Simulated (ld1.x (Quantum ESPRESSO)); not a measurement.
# Pseudopotential generation for germanium: ultrasoft, PBEsol

Aim: build the potential from the settings below, then test how well it stands in for the atom: other configurations, scattering, ghost states and the plane-wave cutoff that it needs.

Method: ld1.x (Quantum ESPRESSO) 7.5, PBEsol, scalar-relativistic.

## 1. The atom and the settings

The settings as typed:

```json
{"element": "germanium (Ge, Z = 32)", "type": "ultrasoft", "frozen core": "[Ne]", "valence charge": "22", "reference configuration": "3s2 3p6 3d10 4s2 4p2", "partial waves": "3s (bound): rcut 0.95, rcutus 1.00 bohr; 4s (bound): rcut 0.95, rcutus 1.00 bohr; 3p (bound): rcut 0.95, rcutus 1.05 bohr; 4p (bound): rcut 0.95, rcutus 1.05 bohr; 3d (bound): rcut 0.65, rcutus 0.90 bohr; 3d channel at -1.65 Ry: rcut 0.65, rcutus 0.90 bohr", "local potential": "all-electron potential smoothed inside 0.95 bohr (lloc = -2)", "core correction": "a·sin(br)/r model core inside 0.90 bohr", "augmentation charge": "PSQ, inside the norm-conserving radii"}
```

The nodes and maxima of the atom's own shells, from an earlier all-electron run, set the scale for the radii.

All-electron outer shells of the reference configuration (PBEsol, scalar-relativistic, ld1.x):

| shell | level (eV) | outermost node (bohr) | outermost maximum (bohr) |
| --- | --- | --- | --- |
| 2s | -1370.64 | 0.06 | 0.18 |
| 2p | -1198.08 | – | 0.14 |
| 3s | -168.12 | 0.26 | 0.54 |
| 3p | -115.43 | 0.23 | 0.54 |
| 3d | -29.31 | – | 0.50 |
| 4s | -11.74 | 0.77 | 1.75 |
| 4p | -3.90 | 0.82 | 2.22 |

## 2. Generating the potential

File Ge.in:

```
 &input
   title='Ge', zed=32., rel=1, dft='PBESOL', iswitch=3,
   config='[Ar] 3d10 4s2 4p2',
   nld=3, rlderiv=1.15, eminld=-14.0, emaxld=5.0, deld=0.04
 /
 &inputp
   pseudotype=3, tm=.true., lloc=-2, rcloc=0.95,
   nlcc=.true., rcore=0.90,
   which_augfun='PSQ', rmatch_augfun_nc=.true.,
   file_pseudopw='Ge.UPF', file_wfcaegen='ae.wfc', file_wfcncgen='nc.wfc', file_beta='beta', file_chi='chi', file_wfcusgen='us.wfc'
 /
6
3S  1  0   2.00   0.00  0.95  1.00  0.0
4S  2  0   2.00   0.00  0.95  1.00  0.0
3P  2  1   6.00   0.00  0.95  1.05  0.0
4P  3  1   2.00   0.00  0.95  1.05  0.0
3D  3  2  10.00   0.00  0.65  0.90  0.0
3D  3  2   0.00  -1.65  0.65  0.90  0.0
 &test
   configts(1)='3s2 3p6 3d10 4s2 4p2'
 /
```

Command:

```console
$ ld1.x < Ge.in > Ge.out
```

What the program wrote to Ge.out (without the banner and most projector matrices):

```text
     Program LD1 v.7.5
     --------------------------- All-electron run ----------------------------

     Ge
     scalar relativistic calculation

     atomic number is 32.00
     dft =PBESOL   lsd =0 sic =0 latt =0  beta=0.20 tr2=1.0E-14
     Exchange-correlation= PBESOL
                           (   1   4  10   8   0   0   0)
     mesh =1207 r(mesh) = 100.41023 a.u. xmin = -7.00 dx = 0.01250
     1 Ry =  13.60569312 eV, c = 137.03599908

     n l     nl                  e(Ry)          e(Ha)          e(eV)
     1 0     1S 1( 2.00)      -804.9585      -402.4792    -10952.0180
     2 0     2S 1( 2.00)      -100.7399       -50.3699     -1370.6359
     2 1     2P 1( 6.00)       -88.0571       -44.0285     -1198.0777
     3 0     3S 1( 2.00)       -12.3563        -6.1782      -168.1161
     3 1     3P 1( 6.00)        -8.4836        -4.2418      -115.4256
     3 2     3D 1(10.00)        -2.1544        -1.0772       -29.3123
     4 0     4S 1( 2.00)        -0.8631        -0.4316       -11.7433
     4 1     4P 1( 2.00)        -0.2864        -0.1432        -3.8968

     final scf error:  9.8E-15 reached in  36 iterations

     Etot =   -4194.589934 Ry,   -2097.294967 Ha,  -57070.303424 eV

     Ekin =    4270.140783 Ry,    2135.070392 Ha,   58098.225088 eV
     Encl =  -10112.824798 Ry,   -5056.412399 Ha, -137591.990814 eV
     Eh   =    1803.960466 Ry,     901.980233 Ha,   24544.132508 eV
     Exc  =    -155.866385 Ry,     -77.933193 Ha,   -2120.670205 eV

     normalization and overlap integrals

     s(1S/1S) =  1.000000  <r> =   0.0470  <r2> =    0.0030  r(max) =   0.0309
     s(2S/2S) =  1.000000  <r> =   0.2102  <r2> =    0.0521  r(max) =   0.1754
     s(2P/2P) =  1.000000  <r> =   0.1838  <r2> =    0.0414  r(max) =   0.1418
     s(3S/3S) =  1.000000  <r> =   0.6247  <r2> =    0.4503  r(max) =   0.5402
     s(3P/3P) =  1.000000  <r> =   0.6474  <r2> =    0.4936  r(max) =   0.5402
     s(3D/3D) =  1.000000  <r> =   0.7368  <r2> =    0.6976  r(max) =   0.5012
     s(4S/4S) =  1.000000  <r> =   2.1153  <r2> =    5.1783  r(max) =   1.7494
     s(4P/4P) =  1.000000  <r> =   2.8834  <r2> =    9.9356  r(max) =   2.2184

     ------------------------ End of All-electron run ------------------------

     --------------------- Generating US pseudopotential ---------------------

      Generating local potential from pseudized AE potential:
      Matching radius rcloc =   0.9500
      Enforcing V''(0)=0 (lloc=-2)

      Local pseudo, rcloc= 0.960 Estimated cut-off energy=    34.09 Ry

      Computing core charge for nlcc:

       r > 0.90 : true rho core
       r < 0.90 : rho core = a sin(br)/r    a=   0.00  b=   3.28

      Integrated core pseudo-charge :   0.00
      Wfc-us  3S rcutus= 1.009  Estimated cut-off energy=    52.91 Ry
      Wfc-us  4S rcutus= 1.009  Estimated cut-off energy=   107.64 Ry
      Wfc-us  3P rcutus= 1.061  Estimated cut-off energy=    74.91 Ry
      Wfc-us  4P rcutus= 1.061  Estimated cut-off energy=   140.23 Ry
      Wfc-us  3D rcutus= 0.891  Estimated cut-off energy=   145.47 Ry
      Wfc-us  3D rcutus= 0.891  Estimated cut-off energy=   148.08 Ry

     Q pseudized with Bessel functions
     Expected ecutrho=     950.3763 due to l1=  2   l2=  2

     ------------------- End of pseudopotential generation -------------------

     [... the all-electron block is printed once more ...]


     Computing logarithmic derivative in   1.15089
     Computing logarithmic derivative in   1.15089
     Computing the partial wave expansion
     R is outside the sphere for l=    0 j= 0.00
     R is outside the sphere for l=    0 j= 0.00
     R is outside the sphere for l=    1 j= 0.00
     R is outside the sphere for l=    1 j= 0.00
     R is outside the sphere for l=    2 j= 0.00
     R is outside the sphere for l=    2 j= 0.00

     ---------------------- Testing the pseudopotential ----------------------

     Ge
     scalar relativistic calculation

     atomic number is 32.00   valence charge is 22.00
     dft =PBESOL   lsd =0 sic =0 latt =0  beta=0.20 tr2=1.0E-14
     mesh =1207 r(mesh) = 100.41023 xmin = -7.00 dx = 0.01250

     n l     nl             e AE (Ry)        e PS (Ry)    De AE-PS (Ry)
     1 0     3S   1( 2.00)      -12.35631      -12.35604       -0.00027
     2 1     3P   1( 6.00)       -8.48363       -8.48338       -0.00024
     3 2     3D   1(10.00)       -2.15441       -2.15422       -0.00019
     2 0     4S   1( 2.00)       -0.86312       -0.86306       -0.00006
     3 1     4P   1( 2.00)       -0.28641       -0.28638       -0.00003

     eps = 6.8E-15  iter =  8

     Etot =   -4194.589934 Ry,   -2097.294967 Ha,  -57070.303424 eV
     Etotps =  -591.610966 Ry,    -295.805483 Ha,   -8049.277246 eV

     Ekin =     212.258614 Ry,     106.129307 Ha,    2887.925571 eV
     Encl =   -1210.636940 Ry,    -605.318470 Ha,  -16471.554688 eV
     Ehrt =     507.429590 Ry,     253.714795 Ha,    6903.931285 eV
     Ecxc =     -48.747243 Ry,     -24.373622 Ha,    -663.240030 eV
     (Ecc =      -0.000147 Ry,      -0.000073 Ha,      -0.001994 eV)
     Epseu=     -51.914987 Ry,     -25.957494 Ha,    -706.339385 eV

     ---------------------- End of pseudopotential test ----------------------
```

Wall time 2.2 s (1 thread of Neoverse-V1, shared host). This counts the later configuration tests of the new file too.

All-electron and pseudo partial waves u(r) = r·R(r), from the program's wave files:

| r (bohr) | 3s AE | 3s PS |
| --- | --- | --- |
| 0.053 | 0.1263 | 0.2764 |
| 0.105 | -0.5952 | 0.5378 |
| 0.158 | -0.7446 | 0.7848 |
| 0.210 | -0.4357 | 1.0000 |
| 0.262 | 0.0507 | 1.1819 |
| 0.315 | 0.5403 | 1.3280 |
| 0.368 | 0.9328 | 1.4317 |
| 0.420 | 1.1979 | 1.4917 |
| 0.473 | 1.3528 | 1.5116 |
| 0.525 | 1.4125 | 1.4943 |
| 0.578 | 1.4033 | 1.4440 |
| 0.630 | 1.3469 | 1.3687 |
| 0.683 | 1.2590 | 1.2724 |
| 0.735 | 1.1561 | 1.1655 |
| 0.788 | 1.0441 | 1.0505 |
| 0.840 | 0.9338 | 0.9377 |
| 0.893 | 0.8256 | 0.8272 |
| 0.945 | 0.7260 | 0.7263 |
| 0.998 | 0.6327 | 0.6327 |
| 1.050 | 0.5499 | 0.5499 |
| 1.102 | 0.4759 | 0.4759 |
| 1.155 | 0.4091 | 0.4091 |
| 1.208 | 0.3505 | 0.3505 |
| 1.260 | 0.3003 | 0.3003 |
| 1.313 | 0.2559 | 0.2559 |
| 1.365 | 0.2182 | 0.2182 |

## 3. Testing the new file in other configurations

File Ge.test.in:

```
 &input
   title='Ge', zed=32., rel=1, dft='PBESOL', iswitch=2,
   config='[Ar] 3d10 4s2 4p2'
 /
 &test
   file_pseudo='Ge.UPF', nconf=8,
   configts(1)='3s2 3p6 3d10 4s2 4p2',
   configts(2)='3s2 3p6 3d10 4s2 4p1',
   configts(3)='3s2 3p6 3d10 4s2 4p0',
   configts(4)='3s2 3p6 3d10 4s1 4p0',
   configts(5)='3s2 3p6 3d9 4s2 4p3',
   configts(6)='3s2 3p6 3d10 4s1 4p2',
   configts(7)='3s2 3p6 3d10 4s0 4p4',
   configts(8)='3s2 3p6 3d10 4s0 4p0'
 /
```

Command:

```console
$ ld1.x < Ge.test.in > Ge.test.out
```

Ge.test.out, the pseudopotential blocks, each with the warnings that came before it:

```text
     ---------------------- Testing the pseudopotential ----------------------

     Ge
     scalar relativistic calculation

     atomic number is 32.00   valence charge is 22.00
     dft =PBESOL   lsd =0 sic =0 latt =0  beta=0.20 tr2=1.0E-14
     mesh =1207 r(mesh) = 100.41023 xmin = -7.00 dx = 0.01250

     n l     nl             e AE (Ry)        e PS (Ry)    De AE-PS (Ry)
     1 0     3S   1( 2.00)      -12.35631      -12.35604       -0.00027
     2 1     3P   1( 6.00)       -8.48363       -8.48338       -0.00024
     3 2     3D   1(10.00)       -2.15441       -2.15422       -0.00019
     2 0     4S   1( 2.00)       -0.86312       -0.86306       -0.00006
     3 1     4P   1( 2.00)       -0.28641       -0.28638       -0.00003

     eps = 7.7E-15  iter = 10

     Etot =   -4194.589934 Ry,   -2097.294967 Ha,  -57070.303424 eV
     Etotps =  -591.610965 Ry,    -295.805482 Ha,   -8049.277237 eV

     Ekin =     212.258615 Ry,     106.129308 Ha,    2887.925580 eV
     Encl =   -1210.636940 Ry,    -605.318470 Ha,  -16471.554684 eV
     Ehrt =     507.429590 Ry,     253.714795 Ha,    6903.931281 eV
     Ecxc =     -48.747243 Ry,     -24.373622 Ha,    -663.240030 eV
     (Ecc =      -0.000147 Ry,      -0.000073 Ha,      -0.001994 eV)
     Epseu=     -51.914987 Ry,     -25.957494 Ha,    -706.339384 eV

     ---------------------- End of pseudopotential test ----------------------

     ---------------------- Testing the pseudopotential ----------------------

     Ge
     [...]
     n l     nl             e AE (Ry)        e PS (Ry)    De AE-PS (Ry)
     1 0     3S   1( 2.00)      -13.02109      -13.01880       -0.00229
     2 1     3P   1( 6.00)       -9.14845       -9.14661       -0.00184
     3 2     3D   1(10.00)       -2.81776       -2.81651       -0.00125
     2 0     4S   1( 2.00)       -1.46208       -1.46151       -0.00058
     3 1     4P   1( 1.00)       -0.82733       -0.82778        0.00045

     eps = 7.2E-15  iter = 19

     Etot =   -4194.042153 Ry,   -2097.021076 Ha,  -57062.850477 eV
     Etotps =  -591.062966 Ry,    -295.531483 Ha,   -8041.821326 eV
     dEtot_ae =       0.547781 Ry
     dEtot_ps =       0.547999 Ry,   Delta E=      -0.000218 Ry

     [...]
     ---------------------- End of pseudopotential test ----------------------

     ---------------------- Testing the pseudopotential ----------------------

     Ge
     [...]
     n l     nl             e AE (Ry)        e PS (Ry)    De AE-PS (Ry)
     1 0     3S   1( 2.00)      -13.82530      -13.82029       -0.00500  !
     2 1     3P   1( 6.00)       -9.95258       -9.94879       -0.00379
     3 2     3D   1(10.00)       -3.61817       -3.61599       -0.00218
     2 0     4S   1( 2.00)       -2.15220       -2.15109       -0.00111
     3 1     4P   1( 0.00)       -1.45534       -1.45772        0.00238

     eps = 8.0E-15  iter = 12

     Etot =   -4192.906700 Ry,   -2096.453350 Ha,  -57047.401848 eV
     Etotps =  -589.926108 Ry,    -294.963054 Ha,   -8026.353597 eV
     dEtot_ae =       1.683235 Ry
     dEtot_ps =       1.684856 Ry,   Delta E=      -0.001622 Ry

     [...]
     ---------------------- End of pseudopotential test ----------------------

     ---------------------- Testing the pseudopotential ----------------------

     Ge
     [...]
     n l     nl             e AE (Ry)        e PS (Ry)    De AE-PS (Ry)
     1 0     3S   1( 2.00)      -14.85779      -14.85404       -0.00375
     2 1     3P   1( 6.00)      -10.98409      -10.98093       -0.00317
     3 2     3D   1(10.00)       -4.63902       -4.63784       -0.00117
     2 0     4S   1( 1.00)       -2.96839       -2.96731       -0.00108
     3 1     4P   1( 0.00)       -2.20180       -2.20337        0.00157

     eps = 5.8E-15  iter = 14

     Etot =   -4190.349829 Ry,   -2095.174914 Ha,  -57012.613850 eV
     Etotps =  -587.370105 Ry,    -293.685052 Ha,   -7991.577395 eV
     dEtot_ae =       4.240105 Ry
     dEtot_ps =       4.240860 Ry,   Delta E=      -0.000755 Ry

     [...]
     ---------------------- End of pseudopotential test ----------------------

     ---------------------- Testing the pseudopotential ----------------------

     Ge
     [...]
     n l     nl             e AE (Ry)        e PS (Ry)    De AE-PS (Ry)
     1 0     3S   1( 2.00)      -13.13837      -13.15406        0.01569  !
     2 1     3P   1( 6.00)       -9.24863       -9.26070        0.01207  !
     3 2     3D   1( 9.00)       -2.87511       -2.87874        0.00363
     2 0     4S   1( 2.00)       -1.03204       -1.03825        0.00621  !
     3 1     4P   1( 3.00)       -0.37976       -0.37823       -0.00153

     eps = 8.9E-15  iter = 26

     Etot =   -4192.412558 Ry,   -2096.206279 Ha,  -57040.678705 eV
     Etotps =  -589.431552 Ry,    -294.715776 Ha,   -8019.624808 eV
     dEtot_ae =       2.177377 Ry
     dEtot_ps =       2.179413 Ry,   Delta E=      -0.002037 Ry

     [...]
     ---------------------- End of pseudopotential test ----------------------

     ---------------------- Testing the pseudopotential ----------------------

     Ge
     [...]
     n l     nl             e AE (Ry)        e PS (Ry)    De AE-PS (Ry)
     1 0     3S   1( 2.00)      -13.15254      -13.15699        0.00445
     2 1     3P   1( 6.00)       -9.27945       -9.28300        0.00355
     3 2     3D   1(10.00)       -2.94488       -2.94817        0.00329
     2 0     4S   1( 1.00)       -1.53371       -1.53506        0.00134
     3 1     4P   1( 2.00)       -0.88531       -0.88459       -0.00072

     eps = 5.0E-15  iter = 10

     Etot =   -4193.400542 Ry,   -2096.700271 Ha,  -57054.120921 eV
     Etotps =  -590.420887 Ry,    -295.210443 Ha,   -8033.085401 eV
     dEtot_ae =       1.189392 Ry
     dEtot_ps =       1.190078 Ry,   Delta E=      -0.000686 Ry

     [...]
     ---------------------- End of pseudopotential test ----------------------

     Warning: n=3, l=2 expected 0 nodes, found 1
     ---------------------- Testing the pseudopotential ----------------------

     Ge
     [...]
     n l     nl             e AE (Ry)        e PS (Ry)    De AE-PS (Ry)
     1 0     3S   1( 2.00)      -12.61138      -12.62878        0.01740  !
     2 1     3P   1( 6.00)       -8.73785       -8.75265        0.01480  !
     3 2     3D   1(10.00)       -2.40122       -2.41442        0.01320  !
     2 0     4S   1( 0.00)       -0.99638       -1.00202        0.00564  !
     3 1     4P   1( 4.00)       -0.38282       -0.38250       -0.00031

     eps = 5.5E-15  iter = 18

     Etot =   -4193.398370 Ry,   -2096.699185 Ha,  -57054.091362 eV
     Etotps =  -590.414058 Ry,    -295.207029 Ha,   -8032.992483 eV
     dEtot_ae =       1.191565 Ry
     dEtot_ps =       1.196907 Ry,   Delta E=      -0.005343 Ry

     [...]
     ---------------------- End of pseudopotential test ----------------------

     ---------------------- Testing the pseudopotential ----------------------

     Ge
     [...]
     n l     nl             e AE (Ry)        e PS (Ry)    De AE-PS (Ry)
     1 0     3S   1( 2.00)      -15.96791      -15.96742       -0.00049
     2 1     3P   1( 6.00)      -12.09244      -12.09158       -0.00086
     3 2     3D   1(10.00)       -5.73302       -5.73459        0.00156
     2 0     4S   1( 0.00)       -3.81896       -3.81873       -0.00022
     3 1     4P   1( 0.00)       -2.98353       -2.98320       -0.00033

     eps = 9.2E-15  iter = 11

     Etot =   -4186.958992 Ry,   -2093.479496 Ha,  -56966.479167 eV
     Etotps =  -583.979670 Ry,    -291.989835 Ha,   -7945.448185 eV
     dEtot_ae =       7.630942 Ry
     dEtot_ps =       7.631295 Ry,   Delta E=      -0.000352 Ry

     [...]
     ---------------------- End of pseudopotential test ----------------------
```

Excitation and ionisation energies from 3s2 3p6 3d10 4s2 4p2, with the error of the potential. A star marks tests that logged a warning.

```csv
valence configuration,charge,ΔE all-electron (eV),error AE − PS (meV)
3s2 3p6 3d10 4s2 4p1,+1,7.453,-3.0
3s2 3p6 3d10 4s2 4p0,+2,22.902,-22
3s2 3p6 3d10 4s1 4p0,+3,57.690,-10
3s2 3p6 3d9 4s2 4p3,0,29.625,-28
3s2 3p6 3d10 4s1 4p2,+1,16.183,-9.3
3s2 3p6 3d10 4s0 4p4 *,0,16.212,-73
3s2 3p6 3d10 4s0 4p0,+4,103.824,-4.8
```

## 4. Scattering by logarithmic derivatives

Taken from the files of the generation run. The phase is arctan(r·u′/u) with u = r·R, unwrapped, with energies in Ry. A pole is an energy at which the radial function vanishes at the test radius. The pseudo phase is shifted by a multiple of π to meet the all-electron one at the reference energy. Levels narrower than the energy grid can be missing from the poles. The last column is the largest difference on the grid between −1 and +1 Ry.

| channel | radius (bohr) | reference (Ry) | poles AE | poles PS | window around the reference with phases within 0.05 rad (Ry) | largest difference near zero (rad) |
| --- | --- | --- | --- | --- | --- | --- |
| s | 1.15 | -0.86 | -11.21 | -11.21 | the whole range | 0.000 |
| p | 1.15 | -0.29 | -7.08 | -7.08 | the whole range | 0.000 |
| d | 1.15 | -2.15 | -0.36 | -0.36 | the whole range | 0.001 |

Phases (rad) along the scan:

| E (Ry) | d AE | d PS | s AE | s PS |
| --- | --- | --- | --- | --- |
| -14.00 | 1.329 | 1.329 | 0.811 | 0.809 |
| -13.04 | 1.319 | 1.319 | -0.536 | -0.537 |
| -12.08 | 1.307 | 1.307 | -1.393 | -1.393 |
| -11.12 | 1.293 | 1.293 | -1.582 | -1.582 |
| -10.16 | 1.276 | 1.276 | -1.663 | -1.663 |
| -9.20 | 1.256 | 1.256 | -1.711 | -1.712 |
| -8.24 | 1.230 | 1.230 | -1.747 | -1.747 |
| -7.28 | 1.195 | 1.194 | -1.776 | -1.776 |
| -6.32 | 1.144 | 1.143 | -1.803 | -1.804 |
| -5.36 | 1.061 | 1.060 | -1.830 | -1.830 |
| -4.40 | 0.898 | 0.897 | -1.858 | -1.859 |
| -3.44 | 0.453 | 0.451 | -1.889 | -1.890 |
| -2.48 | -0.692 | -0.692 | -1.925 | -1.925 |
| -1.52 | -1.328 | -1.328 | -1.967 | -1.967 |
| -0.56 | -1.543 | -1.543 | -2.019 | -2.019 |
| 0.40 | -1.651 | -1.651 | -2.086 | -2.086 |
| 1.36 | -1.722 | -1.723 | -2.174 | -2.175 |
| 2.32 | -1.779 | -1.780 | -2.297 | -2.299 |
| 3.28 | -1.832 | -1.834 | -2.474 | -2.480 |
| 4.24 | -1.887 | -1.890 | -2.731 | -2.745 |

## 5. Cutoff and ghost test in a Bessel basis

This step uses the generator's waves and projectors in a separate script. Basis: spherical Bessel functions vanishing at 20 bohr, q² up to the cutoff; potential fixed at the reference.

All-electron valence levels (Ry): 3s -12.3563, 4s -0.8631, 3p -8.4836, 4p -0.2864, 3d -2.1544. The lowest levels of each channel (Ry) by cutoff; the last column sums, over occupied levels, occupation times the distance from the level at 400 Ry. A positive value at high cutoff is not a bound level.

| cutoff (Ry) | s #1 | s #2 | p #1 | p #2 | d #1 | f #1 | Σ f·Δε (mRy) |
| --- | --- | --- | --- | --- | --- | --- | --- |
| 8 | -9.1258 | -0.4507 | -3.1479 | -0.0457 | 0.0545 | 0.1088 | 61871.3 |
| 25 | -12.0424 | -0.7488 | -7.7102 | -0.1823 | 0.0524 | 0.1088 | 27773.6 |
| 50 | -12.3509 | -0.8342 | -8.4389 | -0.2316 | 0.0523 | 0.1088 | 22514.4 |
| 100 | -12.3560 | -0.8628 | -8.4825 | -0.2818 | -2.0011 | 0.1088 | 1550.9 |
| 180 | -12.3563 | -0.8631 | -8.4836 | -0.2863 | -2.1529 | 0.1088 | 16.3 |
| 200 | -12.3563 | -0.8631 | -8.4836 | -0.2864 | -2.1538 | 0.1088 | 7.1 |
| 400 | -12.3564 | -0.8631 | -8.4837 | -0.2864 | -2.1544 | 0.1088 | 0.0 |

The sum stays within 10 mRy from 200 Ry and within 1 mRy only somewhere over 300 Ry. The sum leaves out empty levels, which can need more. Ghost test: no level below the all-electron spectrum of its channel (s, p, d, f tested).

## 6. Outcome

```
                                                quantity                                                           value
               cutoffs for 10 and 1 mRy, occupied levels                                          200 Ry and over 300 Ry
                                            bound ghosts                                                      none found
                            largest test error (AE − PS)  -73 meV, for 3s2 3p6 3d10 4s0 4p4 (this test logged a warning)
largest phase difference near zero energy, channels read                                                       0.001 rad
         lowest eigenvalue of the overlap (Bessel basis)                                                       0.118 (p)
               density cutoff estimated by the generator                                                          950 Ry
```

By total energies transferability is fair: the largest error is 73 meV on 16.2 eV, for 3s2 3p6 3d10 4s0 4p4. By its cutoff, 200 Ry for the looser tolerance, it is very hard. The tighter tolerance needs over 300 Ry, and converged work needs a cutoff nearer that. The slowest occupied level is 3d: taken alone it needs 200 Ry to come within 1 mRy, against 120 Ry for 4p. The Bessel-basis test finds no level below the valence levels. Near zero energy the phases of the channels with partial waves agree within 0.001 rad. All of this concerns the isolated atom, not yet a solid.
